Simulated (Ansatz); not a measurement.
# ZrNH₂+ (quintet): wave-function methods side by side, def2-SVP

One table from this session's results is given with a row withheld; the runs are named, their logs left out.

Computed with Ansatz 0.2.0, Gaussian basis. Level: def2-SVP, core rule «outside noble gas», up to 5 orbitals frozen.

Plan: UHF; CCSD(T) on ROHF; CCSD(T) on UHF; CISD as a restricted active space (open shells left free, so some higher excitations enter); CCSDT(Q) on ROHF; CCSDT(Q) on UHF.

27 further runs of the same task are left out: 10 for a known fault of the program, 9 that didn't finish, 8 set aside as unsound or not needed. Runs told in other sessions of the task aren't counted.

## The geometry

The geometry is a PBE0/def2-TZVP stationary point (not a proven minimum) of the parent state, kept for this charge and spin. No spin-orbit coupling is included. Elements past krypton take def2 core potentials.

4 atoms, charge 1, spin multiplicity 5.

Atoms are counted from 1 here; the program's logs count them from 0.

Bond lengths: Zr1–N2 2.019 Å, N2–H3 1.014 Å, N2–H4 1.014 Å. Angles: Zr1–N2–H3 125.6°, Zr1–N2–H4 125.6°, H3–N2–H4 108.4°.

As a file:

```xyz
4

Zr   -0.0014    0.0000    0.3127
N     0.0152    0.0000   -1.7061
H    -0.0440   -0.8226   -2.2963
H    -0.0440    0.8226   -2.2963
```

Set-up of the first run:

in.yaml reads:

```yaml
crystal:
  periodic: [false, false, false]
  atoms:
    - {symbol: Zr, position_ang: [-0.001367, 0.000000, 0.312699]}
    - {symbol: N, position_ang: [0.015231, 0.000000, -1.706085]}
    - {symbol: H, position_ang: [-0.043974, -0.822604, -2.296305]}
    - {symbol: H, position_ang: [-0.043974, 0.822604, -2.296305]}
basis:
  gaussian: {orbitals: def2-SVP}
total_charge: 1
magnetization: {spin_polarized: true, initial_magnetization: 4}
hamiltonian: {xc: hf}
output: {orbitals: {seedname: orbitals}}
```

Command:

```console
> ansatz run in.yaml --threads 1 --pin off --events-out ev --progress --plain --max-ram 2393MiB
```

Among the steps run: UHF; CCSD(T) on ROHF; CCSD(T) on UHF; CISD as a restricted active space (open shells left free, so some higher excitations enter); CCSDT(Q) on ROHF; CCSDT(Q) on UHF.

One table of the session follows, with a row left open; its other results are not shown here.

It belongs to the step «Misses and costs». 

```
   method  from RCCSDT(Q) (kJ/mol)
     ROHF                   +511.0
      UHF                   +492.0
     RMP2                    +72.8
     UMP2                    +64.8
    RCCSD                    +13.1
    UCCSD                        ?
 RCCSD(T)                     +2.8
 UCCSD(T)                     -5.3
   RCCSDT                     +0.7
   UCCSDT                     -7.1
RCCSDT(Q)                        0
UCCSDT(Q)                     -7.8
```

Estimate the missing values for UCCSD.

**Answer.** from RCCSDT(Q) (kJ/mol): +4.7. In the column «from RCCSDT(Q) (kJ/mol)» it lies between RCCSD(T) (+2.8) and RCCSD (+13.1).

Not comparable, so not listed: CISD as a restricted active space (open shells left free, so some higher excitations enter) (they don't share determinant, frozen orbitals or solution with the rows shown, or repeat one).

To keep in mind: Warnings: coupled cluster took another determinant than the lowest. Restricted and unrestricted rows rest on different reference determinants; a gap between their highest levels can come from leftover correlation error, from unlike frozen cores or from another state.
